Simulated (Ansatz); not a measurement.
The system is PtSe.

```
Pt Se
1.0
     0.00000    2.79841    2.79841
     2.79841    0.00000    2.79841
     2.79841    2.79841    0.00000
Pt Se
1 1
Direct
  0.50000 0.50000 0.50000
  0.00000 0.00000 0.00000
```

The cell comes from a database or a generator and needn't be the stable form of this composition.

| Item | Value |
| --- | --- |
| Program | Ansatz 0.2.0 |
| Task | relaxation of cell and atoms |
| Functional | HSE03 |
| Potentials or basis | Ansatz PAW |
| Cutoff | 420 eV (not typed: the program's choice for these potentials) |
| k mesh | 4 × 4 × 4 |
| Occupations | fermi-dirac, width 0.05 eV |
| Spin | no spin polarisation |

At the start: volume 21.91 Å³/atom.

Q: Where does the relaxation end?

A: It ends after 6 steps and the volume is 18.02 Å³/atom (-17.8 %); space group Fm-3m (No. 225, to 0.05 Å).

Step by step:
| step | energy change (eV) | largest force (eV/Å) | volume (Å³) |
| --- | --- | --- | --- |
| 1 | 0.0000 | 0.0000 | 43.83 |
| 2 | -0.4511 | 0.0000 | 37.73 |
| 3 | -0.4727 | 0.0000 | 35.15 |
| 4 | -0.4824 | 0.0000 | 36.07 |
| 5 | -0.4824 | 0.0000 | 36.04 |
| 6 | -0.4802 | 0.0000 | 36.04 |

Final structure:
```
Pt Se
1.0
     0.00000    2.62168    2.62168
     2.62168    0.00000    2.62168
     2.62168    2.62168    0.00000
Pt Se
1 1
Direct
  0.50000 0.50000 0.50000
  0.00000 0.00000 0.00000
```

Caveat: the k mesh is coarse (spacing up to 0.49 Å⁻¹), so the values aren't converged, least of all with exact exchange; the volume moved by over 15 % at a fixed basis, so the end points are rough; the plane-wave basis is chosen anew once the cell has moved, so the energies of steps on either side of that aren't comparable; the PAW data sets come from PBE, with cores solved anew for the run's functional, which leaves a small shift of forces and pressure.
